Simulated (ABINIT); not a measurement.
Runs of ABINIT 10.8.3 (patched build) on NbTe. The structure is hexagonal, space group P-6m2 (No. 187). Conventional cell: a = 3.703 Å, b = 3.703 Å, c = 3.694 Å, α = 90.00°, β = 90.00°, γ = 120.00°. Around Te (site symmetry -6m2) lie 6 Nb at 2.83 Å. Nb (site symmetry -6m2) has 6 Te at 2.83 Å as nearest neighbours. The cell comes from a database or a generator and needn't be the stable form of this composition.

```csv
task,level,potentials or basis,cell,k mesh,cutoff (eV),cutoff smearing ecutsm (Ha),bands in the sums,broadening (eV),scissor shift (eV),tensor components,gap on the mesh (eV),pressure (GPa),relaxed volume (Å³/atom)
optical spectrum,PBE,PseudoDojo NC SR PBE v0.4.1 standard,cell relaxed at zero pressure by an earlier run,"8 × 8 × 8, shifted",1116,0.5,20,0.2,0,"[11, 33]",-,(a),-
single point,PBE,PseudoDojo NC SR PBE v0.4.1 standard,cell relaxed,6 × 6 × 5,1116,-,-,-,-,-,none,0.0,-
relaxation of cell and atoms,PBE,PseudoDojo NC SR PBE v0.4.1 standard,relaxed,6 × 6 × 5,1116,0.5,-,-,-,-,none,0.0,21.90
single point,LDA,JTH PAW LDA v2.0,cell relaxed,6 × 6 × 5,435,-,-,-,-,-,none,-0.2,-
relaxation of cell and atoms,LDA,JTH PAW LDA v2.0,relaxed,6 × 6 × 5,435,0.5,-,-,-,-,none,0.0,20.78
```

Alike in all rows: no spin polarisation; smearing fermi-dirac 0.05 eV.

Question: Fill in the values left out.

Answer: (a) -0.1.

Caveats: the intraband (Drude) term is left out (some runs); spectra need much finer meshes, so this one isn't converged (some runs); independent-particle spectra lack excitons (some runs).

A k mesh can miss the band edges, and the runs leave out spin-orbit coupling on Nb, Te.

A gap of «none» marks a metal or a gap under the smearing width.

The runs don't all hold the same shells in valence.
